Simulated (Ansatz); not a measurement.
# CH4BClSi: the cost of one run

Program: Ansatz 0.2.0. Level of theory: RHF/def2-SVP. These are calculated values, not measurements.

### Step 1. The starting structure

Bond lengths: B1–Si2 1.914 Å, Si2–C3 1.768 Å, Si2–Cl4 2.052 Å, B1–H5 1.169 Å, B1–H6 1.172 Å, C3–H7 1.077 Å, C3–H8 1.077 Å. Angles: B1–Si2–C3 130.1°, B1–Si2–Cl4 116.3°, C3–Si2–Cl4 113.7°, Si2–B1–H5 119.3°, Si2–B1–H6 123.2°, H5–B1–H6 117.5°, Si2–C3–H7 123.8°, Si2–C3–H8 121.6°, H7–C3–H8 114.5°.

Coordinates:

```xyz
8

B    -0.8017    1.5174   -0.1504
Si   -0.3097   -0.3315   -0.0852
C     1.2515   -1.0818    0.2705
Cl   -1.7997   -1.6823   -0.4901
H     0.0055    2.3320    0.0771
H    -1.8844    1.8849   -0.4067
H     1.4173   -2.1464    0.2804
H     2.1213   -0.4921    0.5044
```

### Step 2. Relaxing end A

Contents of input.yaml:

```yaml
crystal:
  periodic: [false, false, false]
  atoms:
    - { symbol: B, position_ang: [-0.80175, 1.51739, -0.15044] }
    - { symbol: Si, position_ang: [-0.30974, -0.33154, -0.08516] }
    - { symbol: C, position_ang: [1.25147, -1.08181, 0.27047] }
    - { symbol: Cl, position_ang: [-1.79973, -1.68234, -0.49013] }
    - { symbol: H, position_ang: [0.00553, 2.332, 0.07712] }
    - { symbol: H, position_ang: [-1.88442, 1.88486, -0.4067] }
    - { symbol: H, position_ang: [1.41732, -2.14641, 0.28041] }
    - { symbol: H, position_ang: [2.12132, -0.49215, 0.50443] }
basis:
  gaussian: { orbitals: def2-SVP }
hamiltonian:
  xc: hf
relax:
  f_tol: 0.015
  max_steps: 40
output:
  orbitals: {}
```

Run with:

```sh
ansatz run input.yaml --threads 1 --pin off --max-ram 2048MiB --backend cpu --events-out ev --progress --plain --runs-dir out
```

**Question.** How long does this run take on 1 thread of Arm Neoverse V1, shared host, and how much memory does it need?

About 13 s, with a peak of 0.15 GiB.
